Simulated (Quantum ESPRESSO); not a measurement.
# WS: phonon spectrum and thermodynamics under several settings

```
W S
1.0
     3.00789    0.00000    0.00000
     0.00000    3.00789    0.00000
     0.00000    0.00000    3.00789
W S
1 1
Direct
  0.50000 0.50000 0.50000
  0.00000 0.00000 0.00000
```

The cell was built by a generator and needn't be a form met in nature.

All runs used Quantum ESPRESSO 7.5; k mesh 6 × 6 × 6, shifted; relaxed cell; no spin polarisation; occupations fermi-dirac, width 0.05 eV; q mesh 2 × 2 × 2.

| level | potentials | cutoff (eV) | volume (Å³/atom) | highest frequency (cm⁻¹) | zero-point energy (meV/atom) | entropy at room temperature (k_B/atom) |
| --- | --- | --- | --- | --- | --- | --- |
| LDA | PseudoDojo 0.4.1 SR LDA standard | 952 | ? | ? | ? | ? |
| PBE | PseudoDojo 0.4.1 SR PBE standard | 1007 | 13.63 | 350 | 34.4 | 3.75 |
| PBEsol | PseudoDojo 0.4.1 SR PBEsol standard | 1007 | 13.20 | 364 | 36.6 | 3.57 |

Task: What stands in the row left open?

Result: Volume 12.96 Å³/atom; highest frequency 371 cm⁻¹; zero-point energy 37.4 meV/atom; entropy at room temperature 3.51 k_B/atom.

Caveats: the mesh is thin for the phonons of a metal.

For the row left open. Caveat: the k mesh is coarse; the mesh is thin for the phonons of a metal; the q mesh is small, so phonon branches between its points and thermal values are rough.
